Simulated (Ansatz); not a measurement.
# How KMnF3 converges under other mixers and occupations

Aim: run KMnF3 with the default SCF settings, then change one group of settings at a time and see what moves: the number of iterations, the state or the numbers. System: KMnF$_{3}$, the measured crystal structure (space group Pm-3m); the cell holds 5 atoms. Source: COD entry 2102562; the sample's temperature and pressure aren't taken into account.

Method: DFT PBEsol+U, PAW, plane waves, scalar-relativistic; U − J = 4.3 eV on Mn d, in Ansatz 0.2.0.

## Step 1: The starting structure

Symmetry: Pm-3m, No. 221, cubic system. The conventional cell has a = 4.189 Å, b = 4.189 Å, c = 4.189 Å, α = 90.00°, β = 90.00°, γ = 90.00°. F (site symmetry 4/mmm) is surrounded by 2 Mn at 2.09 Å and 4 K at 2.96 Å. K (site symmetry m-3m) has 12 F at 2.96 Å as nearest neighbours. Mn (site symmetry m-3m) is surrounded by 6 F at 2.09 Å.

As a file:

```xyz
5
Lattice="4.1893 0.0000 0.0000 0.0000 4.1893 0.0000 0.0000 0.0000 4.1893" Properties=species:S:1:pos:R:3 pbc="T T T"
F     2.0947    0.0000    0.0000
F     0.0000    2.0947    0.0000
F     0.0000    0.0000    2.0947
K     2.0947    2.0947    2.0947
Mn    0.0000    0.0000    0.0000
```

Labels such as Mn5 number the atoms in the order of the input file.

After the default run come: Methfessel–Paxton smearing, width 0.5 eV; direct minimisation; Anderson, β 0.5, history 8, no preconditioner; density-residual threshold 1e-4 eV; MSR1 mixing, preconditioner LDOS; Broyden, β 0.5, history 8, no preconditioner; tetrahedron occupations; one k-point (Gamma), no switch to direct minimisation; Anderson, β 0.02, history 8, no preconditioner; Anderson, β 1.0, history 4, no preconditioner.

The search for lower states is off throughout, and inputs that name a mixer don't switch to direct minimisation unless they say so. Spin is collinear, with starting moments Mn5 4.50 μB. β is the mixing step of the charge; the magnetisation has a step of its own, which the program sets unless it is named.

## Step 2: Default SCF settings

input.yaml

```yaml
crystal:
  lattice:
    - [4.1893, 0.0, 0.0]
    - [0.0, 4.1893, 0.0]
    - [0.0, 0.0, 4.1893]
  atoms:
    - { symbol: F, position: [0.5, 0.0, 0.0] }
    - { symbol: F, position: [0.0, 0.5, 0.0] }
    - { symbol: F, position: [0.0, 0.0, 0.5] }
    - { symbol: K, position: [0.5, 0.5, 0.5] }
    - { symbol: Mn, position: [0.0, 0.0, 0.0], spin: 4.5 }
magnetization:
  spin_polarized: true
hamiltonian:
  xc: pbesol
  pseudopotentials: { kind: paw }
  hubbard: { sites: [{ species: Mn, l: d, u_eff: 4.3 }] }
basis:
  ecutwfc: 420
kpoints:
  mp_grid: { grid: [5, 5, 5] }
scf:
  occupations: { method: fermi_dirac, width: 0.1 }
  lower_state_search: "off"
output:
  forces: true
  stress: true
```

The run is started by

```bash
ansatz run input.yaml --threads 2 --pin off --max-ram 5120MiB --backend cpu --events-out ev --progress --plain --runs-dir out
```

After this run come: Methfessel–Paxton smearing, width 0.5 eV; Direct minimisation; Anderson, β 0.5, history 8, no preconditioner; Density-residual threshold 1e-4 eV; MSR1 mixing, preconditioner LDOS; Broyden, β 0.5, history 8, no preconditioner; Tetrahedron occupations; One k-point (Gamma), no switch to direct minimisation; Anderson, β 0.02, history 8, no preconditioner; Anderson, β 1.0, history 4, no preconditioner.

Q: What does this run give, and which of the planned changes alter effort or result? Wanted: largest shift of the free energy by occupations, cutoff, mesh or field.

The runs gave:

```
                                                                                             quantity                                                                                                           value
                                                                                          default run  10 iterations, ferromagnetic, site moments Mn5 4.21 μB, total 5.00 μB per cell, a gap of 2.79 eV on the k-mesh
fewest iterations to that state among the runs shown (an iteration of direct minimisation costs more)                                                                                       10 (default SCF settings)
                                                                                most iterations to it                                                              26 (Anderson, β 1.0, history 4, no preconditioner)
                                          runs that end in another state, among changes of path alone                                                                                                               0
                               largest shift of the free energy by occupations, cutoff, mesh or field                                           +404 meV/atom (one k-point (Gamma), no switch to direct minimisation)
```

In words: 7 runs solve the same problem and reach the default's state, in 10 to 26 iterations: there the settings change the path, not the answer. Occupations, cutoff, mesh and fields change the problem that is solved, not just the path; the largest shift here is that of “one k-point (Gamma), no switch to direct minimisation”. The cell holds one magnetic atom, so only a ferromagnet fits; an antiferromagnetic order, which needs a larger cell, may be the real ground state. Counts include iterations that the program adds to test a close, so a difference of one or two ranks nothing. The starting density is a sum of atomic densities.
